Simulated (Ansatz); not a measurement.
**CH₆B₂O: how energies converge with the basis set**

The task here is to estimate one member of a computed series from the others.

The runs use Ansatz 0.2.0, Gaussian basis; one geometry, several basis sets.

The runs, in order: PBE0-D4/def2-SVP; ωB97M-V/def2-SVP; PBE0-D4/def2-QZVPP; ωB97M-V/def2-QZVPP; the functionals' def2-TZVPP values are taken from earlier runs.

1 further run of the same task is left out (it didn't finish).

### The relaxed structure

All runs share one geometry, relaxed beforehand with PBE0-D4 in a triple-zeta def2 set.

SMILES `BB(C)O`, 10 atoms, charge 0, spin multiplicity 1.

Atoms are counted from 1 here; the program's logs count them from 0.

Bond lengths: B1–B2 1.681 Å, B1–H5 1.201 Å, B1–H6 1.200 Å, B2–C3 1.575 Å, B2–O4 1.367 Å, C3–H7 1.093 Å, C3–H8 1.094 Å, C3–H9 1.097 Å, O4–H10 0.959 Å. Angles: B2–B1–H5 121.9°, B2–B1–H6 122.5°, H5–B1–H6 115.4°, B1–B2–C3 118.7°, B1–B2–O4 125.5°, C3–B2–O4 115.8°, B2–C3–H7 113.8°, B2–C3–H8 111.5°, B2–C3–H9 108.5°, H7–C3–H8 109.0°, H7–C3–H9 106.2°, H8–C3–H9 107.5°, B2–O4–H10 114.4°.

The first run:

The input, in.yaml:

```yaml
crystal:
  periodic: [false, false, false]
  atoms:
    - {symbol: B, position_ang: [-1.157384, 0.826847, -0.622105]}
    - {symbol: B, position_ang: [0.289403, 0.045904, -0.271047]}
    - {symbol: C, position_ang: [0.377312, -0.834654, 1.032241]}
    - {symbol: O, position_ang: [1.432597, 0.117828, -1.017867]}
    - {symbol: H, position_ang: [-2.010441, 0.312082, -1.292162]}
    - {symbol: H, position_ang: [-1.440363, 1.898922, -0.162158]}
    - {symbol: H, position_ang: [-0.546496, -1.370995, 1.265904]}
    - {symbol: H, position_ang: [1.200401, -1.552476, 0.975699]}
    - {symbol: H, position_ang: [0.572651, -0.174460, 1.886722]}
    - {symbol: H, position_ang: [1.365320, 0.679802, -1.792327]}
basis:
  gaussian: {orbitals: def2-SVP}
hamiltonian: {xc: pbe0, dispersion: d4}
output: {orbitals: {seedname: orbitals}}
```

Steps of the session up to this table: PBE0-D4 in def2-SVP; ωB97M-V in def2-SVP; PBE0-D4 in def2-QZVPP; ωB97M-V in def2-QZVPP.

One of the session's tables, all rows but one given; the rest of the session is left out.

It belongs to the step «Functionals by basis». 

| functional | basis | HOMO (eV) | LUMO (eV) |
| --- | --- | --- | --- |
| PBE0-D4 | def2-SVP | ? | ? |
| PBE0-D4 | def2-TZVPP | -7.66 | -1.89 |
| PBE0-D4 | def2-QZVPP | -7.68 | -1.92 |
| ωB97M-V | def2-SVP | -9.83 | 0.26 |
| ωB97M-V | def2-TZVPP | -9.95 | 0.00 |
| ωB97M-V | def2-QZVPP | -9.96 | -0.10 |

Estimate the missing values for PBE0-D4, def2-SVP.

The run gave: HOMO (eV): -7.57; LUMO (eV): -1.77. In the column «HOMO (eV)» it is the highest.
